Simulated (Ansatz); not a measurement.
## Cl2Si, SMILES Cl[Si]Cl: the interaction energy of a dimer with the counterpoise correction

Computed with the Ansatz DFT code, driven from Python.

The script, `dimer_cl2si.py`:
```python
'''Interaction energy of two Cl2Si molecules, with the counterpoise correction.'''

import ansatz as az
import numpy as np

BASIS_SET = 'cc-pVDZ'
FUNCTIONAL = 'PBE'

FIRST = [
    ('Cl', (0.2102, 1.7581, 0.3094)),
    ('Si', (-0.6205, -0.0084, -0.3401)),
    ('Cl', (0.4104, -1.7496, 0.0307)),
]
SECOND = [
    ('Cl', (4.4287, -5.815, 1.5593)),
    ('Si', (4.3652, -4.1152, 0.4021)),
    ('Cl', (2.691, -3.7984, -0.7506)),
]

def energy(atoms, ghosts=()):
    molecule = az.Crystal.molecule()
    for symbol, xyz in atoms:
        molecule = molecule.atom(symbol, xyz)
    calc = (
        molecule.calculation()
        .basis(gaussian=BASIS_SET)
        .functional(FUNCTIONAL)
    )
    deck = calc.input()
    if ghosts:
        deck = deck.set(az.key.basis.gaussian.ghost_atoms, [{'symbol': s, 'position_ang': list(xyz)} for s, xyz in ghosts])
    return az.Session.from_dict(deck).plan().execute().report['free_energy_ev']

# monomers in their own basis and in the basis of the dimer
direction = np.array([0.6402, -0.7653, 0.0675])
print('shift (A)   counterpoise-corrected interaction (eV)')
for shift in (-0.3, 0.0, 0.4, 1.0, 2.0):
    moved = [(s, tuple(np.round(np.array(xyz) + shift * direction, 4))) for s, xyz in SECOND]
    gain = energy(FIRST + moved) - energy(FIRST, moved) - energy(moved, FIRST)
    print(f'{shift:8.2f} {gain:14.3f}')
```

```console
$ python dimer_cl2si.py
shift (A)   counterpoise-corrected interaction (eV)
   -0.30          0.219
    0.00          0.067
    0.40          0.007
    1.00         -0.004
    2.00         -0.001
```

What to keep in mind:
- The dimer is a generated trial pose of unrelaxed monomers, not a minimum, so the figure is no binding energy, and the basis set is small.
- This level lacks the dispersion part of the attraction (electrostatics and induction are there), which can decide the sign where the interaction is weak.
- Run time: 39 s on 1 thread of Arm Neoverse V2, on a shared host, peak memory 0.23 GiB.

(Lines on the test bed's own set-up are left out of the output.)
